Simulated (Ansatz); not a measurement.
# CoSi2: the cost of one run

Program: Ansatz 0.2.0. Level of theory: DFT PBE, scalar-relativistic, plane waves, PAW. These are calculated values, not measurements.

## Step 1: The system as given

It takes space group Fm-3m (No. 225, cubic). Conventional cell: a = 5.365 Å, b = 5.365 Å, c = 5.365 Å, α = 90.00°, β = 90.00°, γ = 90.00°. Around Co (site symmetry m-3m) lie 8 Si at 2.32 Å. Si (site symmetry -43m) has 4 Co at 2.32 Å as nearest neighbours.

Structure file:

```
Co Si
1.0
     0.00000    2.68250    2.68250
     2.68250    0.00000    2.68250
     2.68250    2.68250    0.00000
Co Si
1 2
Direct
  0.00000 0.00000 0.00000
  0.25000 0.25000 0.25000
  0.75000 0.75000 0.75000
```

The start is a polymorph listed in a database, not an invented cell.

## Step 2: A first look at the guess

File input.yaml:

```yaml
crystal:
  lattice:
    - [0.0, 2.68249989, 2.68249989]
    - [2.68249989, 0.0, 2.68249989]
    - [2.68249989, 2.68249989, 0.0]
  atoms:
    - { symbol: Co, position: [0.0, 0.0, 0.0], spin: 3.0 }
    - { symbol: Si, position: [0.25, 0.25, 0.25] }
    - { symbol: Si, position: [0.75, 0.75, 0.75] }
basis:
  ecutwfc: 420
kpoints:
  mp_grid: { grid: [6, 6, 6] }
hamiltonian:
  xc: pbe
scf:
  occupations: { method: gaussian, width: 0.1 }
  lower_state_search: "off"
output:
  forces: true
  stress: true
  eigenvalues: true
  populations: true
magnetization:
  spin_polarized: true
```

The run is started by

```sh
> ansatz run input.yaml --threads 1 --pin off --max-ram 2560MiB --backend cpu --events-out ev --progress --plain --runs-dir out
```

What time and memory should one allow on 1 thread of AMD EPYC 9R45 (Zen 5), shared host?

About 1.3 s, with a peak of 0.33 GiB.
